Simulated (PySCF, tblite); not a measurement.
# C₅H₁₅BOSi: geometry, infrared bands and NMR shifts

What infrared bands and NMR shifts should C₅H₁₅BOSi (`CC[C@@H]1[SiH2]C[BH2-][O+]1C`) show?

The runs use tblite 0.8.0 and PySCF 2.14.0, with density-fitted response routines of our own; the level of theory stands in each step. All values are computed, except where a source is named. Atoms count from 0, in the outputs and in this text.

## 1. Starting geometry

23 atoms, charge 0, multiplicity 1; geometry from: force field or distance geometry start.

Bonds of the start (Å): C0–C1 1.54, C1–C2 1.50, C2–Si3 1.87, Si3–C4 1.88, C4–B5 1.57, B5–O6 1.46, O6–C7 1.42, O6–C2 1.40, C0–H8 1.10, C0–H9 1.12, C0–H10 1.11, C1–H11 1.09, C1–H12 1.11, C2–H13 1.10, Si3–H14 1.46, Si3–H15 1.44, C4–H16 1.10, C4–H17 1.11, B5–H18 1.19, B5–H19 1.20, C7–H20 1.13, C7–H21 1.10, C7–H22 1.10.

## 2. Optimising the geometry with GFN2-xTB

The job: settings as JSON, then the geometry in Å.

```
{"job": {"kind": "relax", "xc": "GFN2-xTB", "basis": "xTB"}, "charge": 0, "multiplicity": 1}
C      2.736300    -0.435300     0.378700
C      1.659600     0.435700    -0.295400
C      0.299700     0.147500     0.270900
Si    -0.056300    -1.650800    -0.076000
C     -1.921900    -1.445400    -0.213300
B     -2.007900     0.118200    -0.061200
O     -0.741400     0.725300    -0.471200
C     -0.889400     2.094500    -0.133200
H      2.501300    -1.504600     0.292800
H      2.843600    -0.155300     1.453900
H      3.670600    -0.242000    -0.179500
H      1.942100     1.488500    -0.291500
H      1.681500     0.107400    -1.356600
H      0.215300     0.377500     1.346300
H      0.323700    -2.530700     1.029600
H      0.509100    -2.018400    -1.349900
H     -2.311500    -1.830500    -1.171300
H     -2.393100    -1.908200     0.682200
H     -2.833600     0.515000    -0.818000
H     -2.341900     0.475700     1.032000
H     -1.133000     2.115200     0.970900
H      0.010600     2.683200    -0.348300
H     -1.768100     2.464700    -0.681900
```

Command:

```sh
> OMP_NUM_THREADS=1 python probes_run.py task.json out
```

The driver reads the jobs from task.json and runs them one after another.

**Question.** This job is followed by: GFN2-xTB harmonic vibrations, gas phase; GIAO PBE0/pcSseg-1 NMR shielding, non-relativistic, gas phase. Predict these results of the whole session: strongest single infrared mode (GFN2-xTB); zero-point energy (GFN2-xTB); ¹³C shifts against TMS (PBE0/pcSseg-1); ¹H shifts against TMS (PBE0/pcSseg-1, means over atoms taken as alike); ²⁹Si shifts against TMS (PBE0/pcSseg-1); ¹¹B shifts against BF3·OEt2 (PBE0/pcSseg-1); ¹⁷O shifts against H2O (PBE0/pcSseg-1).

As calculated:

```
                                                              quantity                                                                  value
                             strongest single infrared mode (GFN2-xTB)                                                  2199 cm⁻¹, 421 km/mol
                                          zero-point energy (GFN2-xTB)                                                         119.8 kcal/mol
                                ¹³C shifts against TMS (PBE0/pcSseg-1)                                       84.0, 61.9, 27.3, 13.2, -8.6 ppm
¹H shifts against TMS (PBE0/pcSseg-1, means over atoms taken as alike)  4.54, 4.15, 3.79, 3.69, 3.21, 2.91, 2.15, 1.47, 0.97, 0.41, -0.05 ppm
                               ²⁹Si shifts against TMS (PBE0/pcSseg-1)                                                              -21.2 ppm
                           ¹¹B shifts against BF3·OEt2 (PBE0/pcSseg-1)                                                                8.1 ppm
                                ¹⁷O shifts against H2O (PBE0/pcSseg-1)                                                               48.6 ppm
```

What this shows: Over 90 steps the energy fell by 0.962 eV; of the close pairs, B5–O6 changed most, 1.463 to 1.668 Å. All 63 modes are real, so the xTB geometry is a minimum. The strongest single mode, at 2199 cm⁻¹, moves mainly H15. GFN2-xTB is a fitted tight-binding method: band positions and strengths are rough. Its intensities can rank the bands wrongly. C2 (sp3 CH bonded to O and Si) lies farthest downfield among carbon, at 84.0 ppm; deshielded by the electronegative neighbour. At PBE0/pcSseg-1: Shielding is most anisotropic at Si3 (span 120 ppm, paramagnetic term -512 ppm).
